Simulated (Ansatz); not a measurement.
# CH₄ClInS: basis-set convergence

How large a basis does CH₄ClInS need? Two functionals are run in growing sets.

The runs use Ansatz 0.2.0, Gaussian basis; one geometry, several basis sets.

Levels to be run: PBE0-D4/def2-SVP; ωB97M-V/def2-SVP; PBE0-D4/def2-QZVPP; ωB97M-V/def2-QZVPP; the functionals' def2-TZVPP values are taken from earlier runs.

**1. The geometry**

All runs share one geometry, relaxed beforehand with PBE0-D4 in a triple-zeta def2 set. In takes the def2 core potential; no spin-orbit term is included.

SMILES `[CH3][In]([SH])[Cl]`, 8 atoms, charge 0, spin multiplicity 1.

Atoms are counted from 1 here; the program's logs count them from 0.

Bond lengths: C1–In2 2.129 Å, C1–H5 1.089 Å, C1–H6 1.090 Å, C1–H7 1.090 Å, In2–S3 2.373 Å, In2–Cl4 2.345 Å, S3–H8 1.344 Å. Angles: In2–C1–H5 109.0°, In2–C1–H6 109.4°, In2–C1–H7 109.6°, H5–C1–H6 109.9°, H5–C1–H7 110.0°, H6–C1–H7 109.0°, C1–In2–S3 130.2°, C1–In2–Cl4 119.2°, S3–In2–Cl4 110.6°, In2–S3–H8 92.2°.

**2. PBE0-D4 in def2-SVP**

in.yaml reads:

```yaml
crystal:
  periodic: [false, false, false]
  atoms:
    - {symbol: C, position_ang: [-0.140065, 1.518766, -0.451334]}
    - {symbol: In, position_ang: [-0.068529, -0.535010, 0.106507]}
    - {symbol: S, position_ang: [1.651475, -1.774376, 1.173762]}
    - {symbol: Cl, position_ang: [-1.915315, -1.907227, -0.344545]}
    - {symbol: H, position_ang: [-1.078452, 1.713901, -0.967535]}
    - {symbol: H, position_ang: [-0.072993, 2.139505, 0.442169]}
    - {symbol: H, position_ang: [0.700014, 1.748490, -1.106547]}
    - {symbol: H, position_ang: [0.923865, -2.904049, 1.147514]}
basis:
  gaussian: {orbitals: def2-SVP}
hamiltonian: {xc: pbe0, dispersion: d4}
output: {orbitals: {seedname: orbitals}}
```

The runs that follow: ωB97M-V in def2-SVP; PBE0-D4 in def2-QZVPP; ωB97M-V in def2-QZVPP.

**Question.** What will the summary of the whole plan be? Wanted: PBE0-D4: double and triple zeta above quadruple; ωB97M-V: double and triple zeta above quadruple.

**Answer**, as computed:

```
                                       quantity           value
PBE0-D4: double and triple zeta above quadruple  10.39, 0.80 eV
ωB97M-V: double and triple zeta above quadruple  10.39, 0.77 eV
```

In words: For PBE0-D4 the step from double to triple zeta gains 9.59 eV and the next only 0.80 eV. Total energies overstate the basis error of differences, where much of it tends to cancel.
